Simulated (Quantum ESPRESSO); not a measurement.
BiS:

```xyz
2
Lattice="4.0029 0.0000 0.0000 0.0000 4.0029 0.0000 0.0000 0.0000 4.0029" Properties=species:S:1:pos:R:3 pbc="T T T"
Bi    2.0015    2.0015    2.0015
S     0.0000    0.0000    0.0000
```

The cell was built by a generator and needn't be a form met in nature.

* Program: Quantum ESPRESSO 7.5
* Task: Wannier functions
* Functional: PBEsol
* Potentials or basis: PseudoDojo 0.4.1 SR PBEsol standard
* Cutoff: 898 eV
* Density cutoff: 3592 eV
* k mesh: 6 × 6 × 6
* Occupations: fermi-dirac, width 0.05 eV
* Spin: no spin polarisation
* Mixing beta: 0.5
* Most SCF iterations: 120
* SCF threshold: 4e-10 Ry
* k mesh for the Wannier functions: 4 × 4 × 4
* Projections: Bi sp, S sp

Start: atomic projections with disentanglement, frozen window up to 2.0 eV over the reference level; the lowest 5 bands are left out. The reference level is the Fermi level, or the middle of the gap.

Problem. With atomic projections with disentanglement, how many functions result, how localised are they, and how well do they interpolate the bands?

Solution. 8 functions with spreads from 0.95 to 2.58 Å², 14.9 Å² in all; they miss the direct bands by 23 meV (root mean square).

Wannier functions:
| function | nearest atom | distance (Å) | spread (Å²) | on-site energy from the reference level (eV) |
| --- | --- | --- | --- | --- |
| 1 | 1 Bi | 0.00 | 1.39 | -10.63 |
| 2 | 1 Bi | 0.00 | 2.58 | -0.17 |
| 3 | 1 Bi | 0.00 | 2.58 | -0.17 |
| 4 | 1 Bi | 0.00 | 2.58 | -0.17 |
| 5 | 2 S | 0.00 | 0.95 | -11.50 |
| 6 | 2 S | 0.00 | 1.61 | -1.50 |
| 7 | 2 S | 0.00 | 1.61 | -1.50 |
| 8 | 2 S | 0.00 | 1.61 | -1.50 |

Parts of the spread (Å²): invariant 10.34, diagonal 0.000, off-diagonal 4.56, total 14.91. Against the direct bands the interpolation misses by 23 meV (root mean square) and 125 meV at most, for states up to 1 eV over the reference level.

Caveat: spin-orbit coupling is left out, which moves the levels of the heavy elements.
